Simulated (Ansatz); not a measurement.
Write a Python script for Ansatz 0.2.0, Python API that makes a single point from a YAML input of Al3Ag, space group Pm-3m. Use: LDA, PAW, cutoff 470 eV, 6×6×6 k-points, Fermi-Dirac smearing of 0.05 eV.

`input.yaml`
```yaml
crystal:
  lattice:
    - [4.081513, 0.0, 0.0]
    - [0.0, 4.081513, 0.0]
    - [0.0, 0.0, 4.081513]
  atoms:
    - { symbol: Al, position: [0.0, 0.5, 0.5] }
    - { symbol: Al, position: [0.5, 0.0, 0.5] }
    - { symbol: Al, position: [0.5, 0.5, 0.0] }
    - { symbol: Ag, position: [0.0, 0.0, 0.0] }
kpoints:
  mp_grid: { kspacing: 0.3 }
hamiltonian:
  xc: lda
scf:
  occupations: { method: fermi_dirac, width: 0.05 }
basis:
  ecutwfc: "470 eV"
  xc_grid: 1
output:
  stress: true
  eigenvalues: true
```

The script, `al3ag_yaml_run.py`:
```python
"""Al3Ag from YAML text."""

import ansatz as az
import numpy as np
import yaml


def main() -> None:
    with open("input.yaml") as handle:
        tree = yaml.safe_load(handle)
    print("sections:", list(tree))
    out = az.Session.from_dict(tree).plan().execute()
    report = out.report

    n_atoms = len(report["lattice"]["sites"])
    print("F =", round(report["free_energy_ev"], 4), "eV for", n_atoms, "atoms")
    print("E(sigma -> 0) =", round(report["energy_sigma0_ev"], 4), "eV, TS =", round(report["entropy_ts_ev"], 5), "eV")
    print("closed by", report["closed_by"], "after", report["n_iterations"], "iterations")

    edges = report.get("band_edges_ev")
    if edges:
        print(f"band edges on the mesh: {edges[0]:.3f} and {edges[1]:.3f} eV, gap {edges[1] - edges[0]:.3f} eV")
    else:
        print("no band edges reported (a metal, or a gap too narrow for this smearing); Fermi level", round(report["fermi_energy_ev"], 3), "eV")

    # the stress is positive in compression
    print("pressure by term (GPa)")
    for term, tensor in report["stress_terms_gpa"].items():
        if np.any(tensor):
            print(f"  {term:28s} {np.trace(np.array(tensor)) / 3:12.3f}")
    print(f"  {'total':28s} {np.trace(np.array(report['stress_gpa'])) / 3:12.3f}")

    print("band  energy (eV)  occupation, at k =", report["kpoints_frac"][0])
    for band, (e, occ) in enumerate(zip(report["eigenvalues_ev"][0], report["occupations"][0]), start=1):
        print(f"{band:4d} {e:12.4f} {occ:9.4f}")

    print("doubts on the final state:", report["published_state_doubts"] or "none")
    print("warnings:", sorted({n["data"]["kind"] for n in out.notices if n["data"].get("severity") in ("warning", "doubt")}) or "none")


if __name__ == "__main__":
    main()
```

Running `python al3ag_yaml_run.py` prints:
```text
sections: ['crystal', 'kpoints', 'hamiltonian', 'scf', 'basis', 'output']
F = -8996.6066 eV for 4 atoms
E(sigma -> 0) = -8996.599 eV, TS = 0.01524 eV
closed by deck_thresholds after 6 iterations
no band edges reported (a metal, or a gap too narrow for this smearing); Fermi level 10.277 eV
pressure by term (GPa)
  kinetic                           933.657
  hartree                          1301.192
  ewald                           -1844.946
  local_pseudopotential              32.487
  nonlocal_pseudopotential         -345.044
  augmentation                      110.365
  nlcc                             -143.880
  xc                                -49.240
  augmentation_tail                  -0.003
  scf_correction                     -0.006
  pulay_correction                    0.006
  total                              -5.411
band  energy (eV)  occupation, at k = [0.0, 0.0, 0.0]
   1     -82.6407    2.0000
   2     -46.1722    2.0000
   3     -46.1722    2.0000
   4     -46.1722    2.0000
   5      -0.4055    2.0000
   6       4.0489    2.0000
   7       4.0489    2.0000
   8       4.7472    2.0000
   9       4.7472    2.0000
  10       4.7472    2.0000
  11       7.8759    2.0000
  12       7.8759    2.0000
  13       7.8759    2.0000
  14       9.9569    1.9967
  15      10.4564    0.0540
  16      10.4564    0.0540
  17      15.4012    0.0000
  18      15.4012    0.0000
doubts on the final state: none
warnings: none
```

Reading the output:
- The settings weren't tested for convergence.
- The computed bands are complete only to about 2.4 eV above the Fermi level.
- The mesh is modest for a metal, so energies can be off by several to tens of meV an atom and pressures by half a GPa or more; differences at equal mesh fare better.
- An absolute Fermi energy rests on an arbitrary zero of the periodic potential and has no direct meaning.
- Pressure is positive in compression.
- At these settings the cell as given stands under about -5 GPa, so it isn't at this functional's equilibrium volume.
- This cell is a computed structure, which may not be the phase found in nature.
- Gaps and levels are Kohn-Sham values on a finite set of k-points, without spin-orbit coupling.
- Wall time of the script: 0.7 s on 1 thread of AMD EPYC 9R05 (Zen 5), with other jobs on the host, peak memory 0.38 GiB.

(Lines on the test bed's own set-up are left out of the output.)
